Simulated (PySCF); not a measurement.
# Ge2H8Si: the cost of one run

Programs: PySCF 2.14.0, with density-fitted response routines of our own. Each step states its level of theory. These are calculated values for one molecule in the gas phase, unless marked as measured. Atoms are numbered from 0 throughout.

## 1. The molecule as given

11 atoms, charge 0, multiplicity 1; geometry from: GFN2-xTB. The atoms were then displaced at random by about 0.01 Å, so the start is not that level's minimum.

Bonds of the start (Å): Si0–Ge1 2.35, Ge1–Ge2 2.40, Si0–H3 1.46, Si0–H4 1.49, Si0–H5 1.47, Ge1–H6 1.52, Ge1–H7 1.51, Ge2–H8 1.48, Ge2–H9 1.52, Ge2–H10 1.49.

## 2. Geometry optimisation at PBE0-D3(BJ)/def2-SVP

Job settings and geometry (Å):

```
{"job": {"xc": "PBE0", "basis": "def2-SVP", "d3": "d3bj", "grid": 1, "shake": 0.01, "kind": "geom"}, "charge": 0, "multiplicity": 1}
Si     1.985890     0.743100    -0.005950
Ge     0.225600    -0.814450    -0.106250
Ge    -2.054540    -0.089920     0.076870
H      3.298940     0.116120    -0.153050
H      1.809320     1.736970    -1.101600
H      1.923170     1.485980     1.265840
H      0.412210    -1.901030     0.936240
H      0.309420    -1.639910    -1.372660
H     -2.457100     0.895740    -0.955920
H     -2.345330     0.625690     1.380870
H     -3.069470    -1.184120     0.019950
```

Launch:

```
$ OMP_NUM_THREADS=1 python probes_run.py task.json out
```

One launch serves the whole session: the jobs run in the order shown.

Q: Estimate the wall time and peak memory of this first job on 1 thread of Arm Neoverse N1, shared host.

About 81 s, with a peak of 0.51 GiB.
